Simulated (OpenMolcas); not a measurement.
# Sc²⁺ among point charges: CASSCF levels and susceptibility

Aim: the splitting of the states of Sc²⁺ in the field of 6 point charges, its lowest levels with spin-orbit coupling and its magnetic susceptibility.

Method: state-averaged CASSCF, spin-orbit coupling by RASSI with atomic mean-field integrals. Code: OpenMolcas 26.06.

1 further run of the same task is left out (it didn't finish).

## Step 1: What is computed

- Species: Sc²⁺ (scandium, Z = 21, 19 electrons)
- Basis: ANO-RCC-VDZP [5s4p2d1f], 34 functions
- Scalar Hamiltonian: DKH2, point nucleus
- Inactive shells: 1s 2s 2p 3s 3p
- Active space: 1 electron in 5 orbitals (3d)
- Some configurations of this space: 3d
- Orbitals: optimised for each spin and parity, averaged over all roots

Outer shells as boxes (Hund's rule):

3d
```
3d [↑ ][  ][  ][  ][  ]
```

The ion sits among 6 point charges of -1 e arranged as a trigonal prism (D3h), 1.78 Å from the ion, with a polar angle of 52.5° against the regular 49.1°. The active orbitals were held to one l.

Each step is its own input file, run in one work folder so that later steps find the files of earlier ones. Labels, J, g values, rates, χT and fits are worked out afterwards by a script from the matrices that RASSI stores.

## Step 2: Basis and integrals

The input, a.inp:

```
&GATEWAY
Coord
1

Sc 0.0 0.0 0.0
Basis=ANO-RCC-VDZP
Group=NoSym
NoMove
AngMom=0.0 0.0 0.0
AMFI
XField
6 Angstrom 0
1.412868 0.000000 1.082683 -1.000000
-0.706434 1.223580 1.082683 -1.000000
-0.706434 -1.223580 1.082683 -1.000000
1.412868 0.000000 -1.082683 -1.000000
-0.706434 1.223580 -1.082683 -1.000000
-0.706434 -1.223580 -1.082683 -1.000000
&SEWARD
```

Command:

```console
$ OMP_NUM_THREADS=1 MOLCAS_MEM=1689 MOLCAS_PROJECT=a pymolcas a.inp > a.log
```

## Step 3: CASSCF: doublets, 5 roots

The input, a.inp:

```
&RASSCF
FileOrb=start.orb
Symmetry=1
Spin=2
nActEl=1 0 0
Inactive=9
Ras2=5
CIRoot=5 5 1
SDav=5
CIMx=300
Iter=120 100
PrWF=0.3
OrbListing=Nothing
MaxOrb=0
SupSym
1
10 10 11 12 13 14 23 24 25 26 27
>>> COPY $Project.JobIph JOB001
```

start.orb holds the contracted functions of the basis, ordered by shell, or the orbitals of the step before.

## Step 4: RASSI: spin-orbit coupling between the states

The input, a.inp:

```
&RASSI
NrOfJobIphs=1 5
1 2 3 4 5
IphNames
JOB001
EJob
SpinOrbit
DIPRint=1.0
SOCoupling=1000.0
Subsets=2
Property=9
'ANGMOM' 1 'ANGMOM' 2 'ANGMOM' 3 'MLTPL  1' 1 'MLTPL  1' 2 'MLTPL  1' 3
'AMFI' 1 'AMFI' 2 'AMFI' 3
SOProperty=3
'ANGMOM' 1 'ANGMOM' 2 'ANGMOM' 3
```

**Question.** What will these runs give? Wanted: spin-free ground state; first state of the same spin within the active space; lowest level; next level.

As calculated:

| quantity | value |
| --- | --- |
| method | CASSCF |
| spin-free ground state | 2A1, 1-fold in its orbital part |
| first state of the same spin within the active space | 2E at 2650 cm⁻¹ |
| lowest level | 2-fold E1/2, g = 1.97, 1.97, 2.00 |
| next level | 2583.2 cm⁻¹ |
| χT at 300 K | 0.40 cm³ K/mol |
| effective moment at 300 K | 1.78 μB |

**Reading.** The spin-free ground state (2A1) comes to 100 % from free-ion D terms and keeps the highest spin of the shell. χT at 300 K is 0.40, against 0.38 cm³ K/mol for the spin alone; near agreement at one temperature doesn't show that the orbital moment is quenched. The field of point charges can differ much from that of real complexes. Point charges carry no covalency, so the field is a model and not that of real ligands.
